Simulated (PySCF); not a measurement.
# Mn²⁺: excitation energy in aug-cc-pwCVTZ-DK

Wanted: the excitation energy of manganese, up a ladder of methods.

The numbers are computed with PySCF 2.14.0 (unrestricted determinants in a Gaussian basis, no spin-orbit coupling in the energies), except any that are marked as measured or tabulated.

## 1. The atom as given

- Element: manganese (Z = 25)
- Basis: aug-cc-pwCVTZ-DK (10s9p7d4f3g, 127 functions)
- Hamiltonian: the spin-free X2C one-electron Hamiltonian (Gaussian nucleus)
- State 1: Mn²⁺: [Ar] 3d4 4s1, high-spin 6D determinant (an excited configuration)
- Needed too, but not shown: Mn²⁺ [Ar] 3d5 (6S)
- Methods: UHF, LDA, PBE, PBE0, r2SCAN, M06-L, wB97X-V, wB97M-V, MP2
- Core shells frozen in the correlated runs: valence: [Ar]; valence and next inner shell: [Ne]; all electrons: nothing (for Mn²⁺)

The outer shells:

Mn2+ [Ar] 3d4 4s1
```
[Ar] core
3d [↑ ][↑ ][↑ ][↑ ][  ]
4s [↑ ]
```

One driver process ran all states and methods and kept the integrals in memory. Each run is shown as a PySCF script that sums up its settings (the driver passes frozen orbitals as a list and adds second-order terms of double hybrids); the logs are those of the runs themselves. The driver starts from symmetry-adapted Hartree-Fock orbitals, holds the occupation by maximum overlap and uses a logarithmic radial grid for functionals, so a plain start would take other cycles.

The integrals over 127 functions and the set-up took 5 s of CPU time.

## 2. Mn²⁺ [Ar] 3d4 4s1: the ladder of methods

**UHF**

File input.py:

```python
from pyscf import gto, scf, dft, mp, cc
import basis_set_exchange as bse
mol = gto.M(atom="Mn 0 0 0", charge=2, spin=5, symmetry="D2h",
            basis=gto.basis.parse(bse.get_basis("aug-cc-pwCVTZ-DK", elements=["Mn"], fmt="nwchem")),
            nucmod="G")
mf = scf.UHF(mol).sfx2c1e()
mf.irrep_nelec = {'Ag': (5, 3), 'B1g': (1, 0), 'B2g': (1, 0), 'B3g': (1, 0), 'B1u': (2, 2), 'B2u': (2, 2), 'B3u': (2, 2)}
mf.kernel()
```

Log:

```text
damping factor = 0
level_shift factor = 0
DIIS = <class 'pyscf.scf.diis.CDIIS'>
diis_start_cycle = 1
diis_space = 10
diis_damp = 0
SCF conv_tol = 1e-09
SCF conv_tol_grad = None
number electrons alpha = 14  beta = 9
cycle= 1 E= -1156.3503500841  delta_E= -0.00576  |g|= 0.0302  |ddm|= 0.0341
cycle= 2 E= -1156.35049844467  delta_E= -0.000148  |g|= 0.00576  |ddm|= 0.00941
cycle= 3 E= -1156.35050518045  delta_E= -6.74e-06  |g|= 0.000558  |ddm|= 0.00527
cycle= 4 E= -1156.35050524984  delta_E= -6.94e-08  |g|= 0.000213  |ddm|= 0.000981
cycle= 5 E= -1156.3505052566  delta_E= -6.76e-09  |g|= 1.82e-05  |ddm|= 0.000553
cycle= 6 E= -1156.35050525677  delta_E= -1.65e-10  |g|= 3.28e-06  |ddm|= 6.41e-05
converged SCF energy = -1156.35050525677  <S^2> = 8.7513882  2S+1 = 6.0004627
```

CPU time 4.7 s on a shared host, the integrals not counted.

Orbital energies by shell (radii are means over both spins):

```csv
shell,electrons,mean orbital energy (eV),spread (eV),rms radius (bohr)
1s α,1,-6624.2,0,0.0703
1s β,1,-6624.1,0,0.0703
2s α,1,-831.85,0,0.302
2s β,1,-828.43,0,0.302
2p α,3,-705.30,0.006,0.273
2p β,3,-702.06,0.945,0.273
3s α,1,-135.95,0,0.905
3s β,1,-125.90,0,0.905
3p α,3,-98.450,1.485,0.968
3p β,3,-86.693,2.206,0.968
3d α,4,-41.872,1.944,1.16
4s α,1,-25.214,0,2.70
```

⟨S²⟩ = 8.751, ⟨L²⟩ = 6.02.

Spin-orbit constants on these orbitals (cm⁻¹; bare nucleus, screened nucleus, mean field): 3d 686.1, 411.7, n/a. To first order in LS coupling the lowest level has J = 1/2 and lies 0.0715 eV below the centre of the term.

**LDA**

input.py, as changed from the run before:

```diff
@@ -5,3 +5,3 @@
             nucmod="G")
-mf = scf.UHF(mol).sfx2c1e()
+mf = dft.UKS(mol, xc="LDA,VWN").sfx2c1e()
 mf.irrep_nelec = {'Ag': (5, 3), 'B1g': (1, 0), 'B2g': (1, 0), 'B3g': (1, 0), 'B1u': (2, 2), 'B2u': (2, 2), 'B3u': (2, 2)}
```

Log:

```text
damping factor = 0
level_shift factor = 0
DIIS = <class 'pyscf.scf.diis.CDIIS'>
diis_start_cycle = 1
diis_space = 10
diis_damp = 0
SCF conv_tol = 1e-09
SCF conv_tol_grad = None
number electrons alpha = 14  beta = 9
XC functionals = LDA,VWN
    P. A. M. Dirac.,  Math. Proc. Cambridge Philos. Soc. 26, 376 (1930)
    F. Bloch.,  Z. Phys. 57, 545 (1929)
    S. H. Vosko, L. Wilk, and M. Nusair.,  Can. J. Phys. 58, 1200 (1980)
cycle= 1 E= -1154.9583195229  delta_E= -0.0259  |g|= 0.051  |ddm|= 0.499
cycle= 2 E= -1154.95839881132  delta_E= -7.93e-05  |g|= 0.0439  |ddm|= 0.17
cycle= 3 E= -1154.95867755449  delta_E= -0.000279  |g|= 0.00584  |ddm|= 0.0947
cycle= 4 E= -1154.95868197863  delta_E= -4.42e-06  |g|= 0.000183  |ddm|= 0.0122
cycle= 5 E= -1154.95868198292  delta_E= -4.29e-09  |g|= 6.07e-06  |ddm|= 0.00045
cycle= 6 E= -1154.95868198293  delta_E= -8.19e-12  |g|= 1.35e-06  |ddm|= 4.52e-05
converged SCF energy = -1154.95868198293  <S^2> = 8.7502159  2S+1 = 6.000072
```

CPU time 1.3 s on a shared host, the integrals not counted.

**PBE**

input.py, as changed from the run before:

```diff
@@ -5,3 +5,3 @@
             nucmod="G")
-mf = dft.UKS(mol, xc="LDA,VWN").sfx2c1e()
+mf = dft.UKS(mol, xc="PBE").sfx2c1e()
 mf.irrep_nelec = {'Ag': (5, 3), 'B1g': (1, 0), 'B2g': (1, 0), 'B3g': (1, 0), 'B1u': (2, 2), 'B2u': (2, 2), 'B3u': (2, 2)}
```

Log:

```text
damping factor = 0
level_shift factor = 0
DIIS = <class 'pyscf.scf.diis.CDIIS'>
diis_start_cycle = 1
diis_space = 10
diis_damp = 0
SCF conv_tol = 1e-09
SCF conv_tol_grad = None
number electrons alpha = 14  beta = 9
XC functionals = PBE
    J. P. Perdew, K. Burke, and M. Ernzerhof.,  Phys. Rev. Lett. 77, 3865 (1996)
    J. P. Perdew, K. Burke, and M. Ernzerhof.,  Phys. Rev. Lett. 78, 1396 (1997)
    J. P. Perdew, K. Burke, and M. Ernzerhof.,  Phys. Rev. Lett. 77, 3865 (1996)
    J. P. Perdew, K. Burke, and M. Ernzerhof.,  Phys. Rev. Lett. 78, 1396 (1997)
cycle= 1 E= -1157.17339762483  delta_E= -0.0171  |g|= 0.0335  |ddm|= 0.672
cycle= 2 E= -1157.17347928888  delta_E= -8.17e-05  |g|= 0.0258  |ddm|= 0.111
cycle= 3 E= -1157.1735812768  delta_E= -0.000102  |g|= 0.00512  |ddm|= 0.0632
cycle= 4 E= -1157.17358453222  delta_E= -3.26e-06  |g|= 0.000177  |ddm|= 0.0104
cycle= 5 E= -1157.17358453686  delta_E= -4.64e-09  |g|= 9.43e-06  |ddm|= 0.000549
cycle= 6 E= -1157.17358453688  delta_E= -1.48e-11  |g|= 1.21e-06  |ddm|= 3.65e-05
converged SCF energy = -1157.17358453688  <S^2> = 8.7502701  2S+1 = 6.00009
```

CPU time 1.9 s on a shared host, the integrals not counted.

**PBE0**

input.py, as changed from the run before:

```diff
@@ -5,3 +5,3 @@
             nucmod="G")
-mf = dft.UKS(mol, xc="PBE").sfx2c1e()
+mf = dft.UKS(mol, xc="PBE0").sfx2c1e()
 mf.irrep_nelec = {'Ag': (5, 3), 'B1g': (1, 0), 'B2g': (1, 0), 'B3g': (1, 0), 'B1u': (2, 2), 'B2u': (2, 2), 'B3u': (2, 2)}
```

Log:

```text
damping factor = 0
level_shift factor = 0
DIIS = <class 'pyscf.scf.diis.CDIIS'>
diis_start_cycle = 1
diis_space = 10
diis_damp = 0
SCF conv_tol = 1e-09
SCF conv_tol_grad = None
number electrons alpha = 14  beta = 9
XC functionals = PBE0
    C. Adamo and V. Barone.,  J. Chem. Phys. 110, 6158 (1999)
    M. Ernzerhof and G. E. Scuseria.,  J. Chem. Phys. 110, 5029 (1999)
cycle= 1 E= -1157.2088408913  delta_E= -0.0107  |g|= 0.0214  |ddm|= 0.494
cycle= 2 E= -1157.20891534868  delta_E= -7.45e-05  |g|= 0.00323  |ddm|= 0.054
cycle= 3 E= -1157.20891698285  delta_E= -1.63e-06  |g|= 0.00185  |ddm|= 0.00686
cycle= 4 E= -1157.20891743997  delta_E= -4.57e-07  |g|= 0.000271  |ddm|= 0.00514
cycle= 5 E= -1157.20891745342  delta_E= -1.35e-08  |g|= 9.35e-06  |ddm|= 0.000502
cycle= 6 E= -1157.20891745344  delta_E= -1.71e-11  |g|= 1.43e-06  |ddm|= 3.86e-05
converged SCF energy = -1157.20891745344  <S^2> = 8.7504385  2S+1 = 6.0001462
```

It used 3.8 s of CPU time after the integrals (shared host).

**r2SCAN**

input.py, as changed from the run before:

```diff
@@ -5,3 +5,3 @@
             nucmod="G")
-mf = dft.UKS(mol, xc="PBE0").sfx2c1e()
+mf = dft.UKS(mol, xc="R2SCAN").sfx2c1e()
 mf.irrep_nelec = {'Ag': (5, 3), 'B1g': (1, 0), 'B2g': (1, 0), 'B3g': (1, 0), 'B1u': (2, 2), 'B2u': (2, 2), 'B3u': (2, 2)}
```

Log:

```text
damping factor = 0
level_shift factor = 0
DIIS = <class 'pyscf.scf.diis.CDIIS'>
diis_start_cycle = 1
diis_space = 10
diis_damp = 0
SCF conv_tol = 1e-09
SCF conv_tol_grad = None
number electrons alpha = 14  beta = 9
XC functionals = R2SCAN
    J. W. Furness, A. D. Kaplan, J. Ning, J. P. Perdew, and J. Sun.,  J. Phys. Chem. Lett. 11, 8208-8215 (2020)
    J. W. Furness, A. D. Kaplan, J. Ning, J. P. Perdew, and J. Sun.,  J. Phys. Chem. Lett. 11, 9248-9248 (2020)
    J. W. Furness, A. D. Kaplan, J. Ning, J. P. Perdew, and J. Sun.,  J. Phys. Chem. Lett. 11, 8208-8215 (2020)
    J. W. Furness, A. D. Kaplan, J. Ning, J. P. Perdew, and J. Sun.,  J. Phys. Chem. Lett. 11, 9248-9248 (2020)
cycle= 1 E= -1157.38831529501  delta_E= -0.0117  |g|= 0.0293  |ddm|= 0.538
cycle= 2 E= -1157.38843524726  delta_E= -0.00012  |g|= 0.0186  |ddm|= 0.124
cycle= 3 E= -1157.38848788446  delta_E= -5.26e-05  |g|= 0.00491  |ddm|= 0.0432
cycle= 4 E= -1157.38849131915  delta_E= -3.43e-06  |g|= 0.000317  |ddm|= 0.0133
cycle= 5 E= -1157.38849136576  delta_E= -4.66e-08  |g|= 2.03e-05  |ddm|= 0.00233
cycle= 6 E= -1157.38849136619  delta_E= -4.29e-10  |g|= 3.67e-06  |ddm|= 0.000187
converged SCF energy = -1157.38849136619  <S^2> = 8.7506136  2S+1 = 6.0002045
```

It used 4.2 s of CPU time after the integrals (shared host).

**M06-L**

input.py, as changed from the run before:

```diff
@@ -5,3 +5,3 @@
             nucmod="G")
-mf = dft.UKS(mol, xc="R2SCAN").sfx2c1e()
+mf = dft.UKS(mol, xc="M06L").sfx2c1e()
 mf.irrep_nelec = {'Ag': (5, 3), 'B1g': (1, 0), 'B2g': (1, 0), 'B3g': (1, 0), 'B1u': (2, 2), 'B2u': (2, 2), 'B3u': (2, 2)}
```

Log:

```text
damping factor = 0
level_shift factor = 0
DIIS = <class 'pyscf.scf.diis.CDIIS'>
diis_start_cycle = 1
diis_space = 10
diis_damp = 0
SCF conv_tol = 1e-09
SCF conv_tol_grad = None
number electrons alpha = 14  beta = 9
XC functionals = M06L
    Y. Zhao and D. G. Truhlar.,  J. Chem. Phys. 125, 194101 (2006)
    Y. Zhao and D. G. Truhlar.,  J. Chem. Phys. 125, 194101 (2006)
    Y. Zhao and D. G. Truhlar.,  Theor. Chem. Acc. 120, 215 (2008)
cycle= 1 E= -1157.3441761159  delta_E= -0.00901  |g|= 0.023  |ddm|= 0.813
cycle= 2 E= -1157.34426724938  delta_E= -9.11e-05  |g|= 0.00699  |ddm|= 0.153
cycle= 3 E= -1157.34427316666  delta_E= -5.92e-06  |g|= 0.00388  |ddm|= 0.0282
cycle= 4 E= -1157.34427540636  delta_E= -2.24e-06  |g|= 0.000252  |ddm|= 0.0111
cycle= 5 E= -1157.34427542165  delta_E= -1.53e-08  |g|= 6.71e-06  |ddm|= 0.00225
cycle= 6 E= -1157.34427542166  delta_E= -1.46e-11  |g|= 1.81e-06  |ddm|= 5.34e-05
converged SCF energy = -1157.34427542166  <S^2> = 8.7509182  2S+1 = 6.000306
```

CPU time 4.4 s on a shared host, the integrals not counted.

**wB97X-V**

input.py, as changed from the run before:

```diff
@@ -5,3 +5,3 @@
             nucmod="G")
-mf = dft.UKS(mol, xc="M06L").sfx2c1e()
+mf = dft.UKS(mol, xc="WB97X_V").sfx2c1e()
 mf.irrep_nelec = {'Ag': (5, 3), 'B1g': (1, 0), 'B2g': (1, 0), 'B3g': (1, 0), 'B1u': (2, 2), 'B2u': (2, 2), 'B3u': (2, 2)}
```

Log:

```text
damping factor = 0
level_shift factor = 0
DIIS = <class 'pyscf.scf.diis.CDIIS'>
diis_start_cycle = 1
diis_space = 10
diis_damp = 0
SCF conv_tol = 1e-09
SCF conv_tol_grad = None
number electrons alpha = 14  beta = 9
XC functionals = WB97X_V
    N. Mardirossian and M. Head-Gordon.,  Phys. Chem. Chem. Phys. 16, 9904-9924 (2014)
NLC functional = WB97X_V
cycle= 1 E= -1157.28128578301  delta_E= -0.0107  |g|= 0.0216  |ddm|= 0.405
cycle= 2 E= -1157.28142464025  delta_E= -0.000139  |g|= 0.00377  |ddm|= 0.0567
cycle= 3 E= -1157.28143271022  delta_E= -8.07e-06  |g|= 0.00148  |ddm|= 0.022
cycle= 4 E= -1157.28143338636  delta_E= -6.76e-07  |g|= 0.000605  |ddm|= 0.00421
cycle= 5 E= -1157.28143348635  delta_E= -1e-07  |g|= 3.7e-05  |ddm|= 0.00249
cycle= 6 E= -1157.28143348783  delta_E= -1.48e-09  |g|= 3.54e-06  |ddm|= 0.000264
cycle= 7 E= -1157.28143348785  delta_E= -1.27e-11  |g|= 1.36e-06  |ddm|= 9.29e-06
converged SCF energy = -1157.28143348785  <S^2> = 8.7504226  2S+1 = 6.0001409
```

It used 11 s of CPU time after the integrals (shared host).

**wB97M-V**

input.py, as changed from the run before:

```diff
@@ -5,3 +5,3 @@
             nucmod="G")
-mf = dft.UKS(mol, xc="WB97X_V").sfx2c1e()
+mf = dft.UKS(mol, xc="WB97M_V").sfx2c1e()
 mf.irrep_nelec = {'Ag': (5, 3), 'B1g': (1, 0), 'B2g': (1, 0), 'B3g': (1, 0), 'B1u': (2, 2), 'B2u': (2, 2), 'B3u': (2, 2)}
```

Log:

```text
damping factor = 0
level_shift factor = 0
DIIS = <class 'pyscf.scf.diis.CDIIS'>
diis_start_cycle = 1
diis_space = 10
diis_damp = 0
SCF conv_tol = 1e-09
SCF conv_tol_grad = None
number electrons alpha = 14  beta = 9
XC functionals = WB97M_V
    N. Mardirossian and M. Head-Gordon.,  J. Chem. Phys. 144, 214110 (2016)
NLC functional = WB97M_V
cycle= 1 E= -1157.31982350132  delta_E= -0.0079  |g|= 0.0223  |ddm|=  0.3
cycle= 2 E= -1157.31996245167  delta_E= -0.000139  |g|= 0.00468  |ddm|= 0.0822
cycle= 3 E= -1157.31997114967  delta_E= -8.7e-06  |g|= 0.00281  |ddm|= 0.0118
cycle= 4 E= -1157.31997251318  delta_E= -1.36e-06  |g|= 0.000317  |ddm|= 0.00935
cycle= 5 E= -1157.31997259123  delta_E= -7.8e-08  |g|= 3.08e-05  |ddm|= 0.00143
cycle= 6 E= -1157.31997259198  delta_E= -7.48e-10  |g|= 2.52e-06  |ddm|= 0.000125
converged SCF energy = -1157.31997259198  <S^2> = 8.7504626  2S+1 = 6.0001542
```

It used 8.4 s of CPU time after the integrals (shared host).

**MP2 (valence)**

input.py, as changed from the run before:

```diff
@@ -5,4 +5,5 @@
             nucmod="G")
-mf = dft.UKS(mol, xc="WB97M_V").sfx2c1e()
+mf = scf.UHF(mol).sfx2c1e()
 mf.irrep_nelec = {'Ag': (5, 3), 'B1g': (1, 0), 'B2g': (1, 0), 'B3g': (1, 0), 'B1u': (2, 2), 'B2u': (2, 2), 'B3u': (2, 2)}
 mf.kernel()
+mp.UMP2(mf, frozen=9).kernel()
```

This step left no log, only its results.

CPU time 0.47 s on a shared host, the integrals not counted.

With 5 electrons correlated, the MP2 correlation energy is -0.05690 hartree (-0.05690 same spin, 0.00000 opposite spin); the SCS form gives -0.01897. Largest pairs of shells: 3d-3d -0.0440, 3d-4s -0.0129, 4s-4s 0.0000.

## 3. Mn²⁺ [Ar] 3d4 4s1, continued

**MP2 (valence and next inner shell)**

Changes to input.py since step 2:

```diff
@@ -8,2 +8,2 @@
 mf.kernel()
-mp.UMP2(mf, frozen=9).kernel()
+mp.UMP2(mf, frozen=5).kernel()
```

No log was kept for this step.

It used 1.6 s of CPU time after the integrals (shared host).

With 13 electrons correlated, the MP2 correlation energy is -0.45005 hartree (-0.15096 same spin, -0.29909 opposite spin); the SCS form gives -0.40922. Largest pairs of shells: 3p-3d -0.1745, 3p-3p -0.1160, 3s-3p -0.0459, 3d-3d -0.0440, 3s-3d -0.0316.

**MP2 (all electrons)**

input.py, as changed from the run before:

```diff
@@ -8,2 +8,2 @@
 mf.kernel()
-mp.UMP2(mf, frozen=5).kernel()
+mp.UMP2(mf, frozen=0).kernel()
```

No log was kept for this step.

It used 2.3 s of CPU time after the integrals (shared host).

With 23 electrons correlated, the MP2 correlation energy is -0.66825 hartree (-0.22450 same spin, -0.44374 opposite spin); the SCS form gives -0.60732. Largest pairs of shells: 3p-3d -0.1745, 3p-3p -0.1160, 2p-2p -0.0990, 3s-3p -0.0459, 3d-3d -0.0440.

Radial density 4πr²ρ of Mn²⁺ at UHF:

```
r (bohr)   density  spin density
 0.00108     0.215         0.000
 0.00182     0.545         0.000
 0.00306      1.35         0.001
 0.00515      3.23         0.002
 0.00867      7.26         0.004
  0.0146      14.6         0.008
  0.0245      24.5         0.012
  0.0413      30.1         0.008
  0.0694      25.4        -0.004
   0.117      24.9         0.027
   0.196      33.3         0.276
   0.330      18.6         1.268
   0.555      12.6         3.355
   0.934      12.3         3.437
    1.57      2.84         1.495
    2.64     0.573         0.556
    4.45    0.0501         0.050
    7.48  0.000294         0.000
```

## 4. Differences of total energies

Excitation energy: Mn²⁺ [Ar] 3d5 (6S) → Mn²⁺ [Ar] 3d4 4s1 (6D).

```csv
method,value (eV)
UHF,7.241
LDA,7.677
PBE,7.505
PBE0,7.627
r2SCAN,7.615
M06-L,8.206
wB97X-V,7.694
wB97M-V,7.693
MP2 (valence),7.748
SCS-MP2 (valence),7.410
MP2 (valence and next inner shell),7.941
SCS-MP2 (valence and next inner shell),7.626
MP2 (all electrons),7.969
SCS-MP2 (all electrons),7.643
```

A first-order spin-orbit estimate (lowest level to lowest level, LS coupling) adds -0.071 eV.

The differences also use runs on Mn²⁺ [Ar] 3d5 (6S), which are not shown here.

## 5. Summary of results

```
                              quantity                                    value
excitation energy, Mn²⁺ → [Ar] 3d4 4s1  UHF 7.241, MP2 (all electrons) 7.969 eV
```

In words: The methods span 0.965 eV, from UHF (7.241) to M06-L (8.206). No reference value is at hand in this session. All values hold for this basis alone; no basis-set limit was taken.
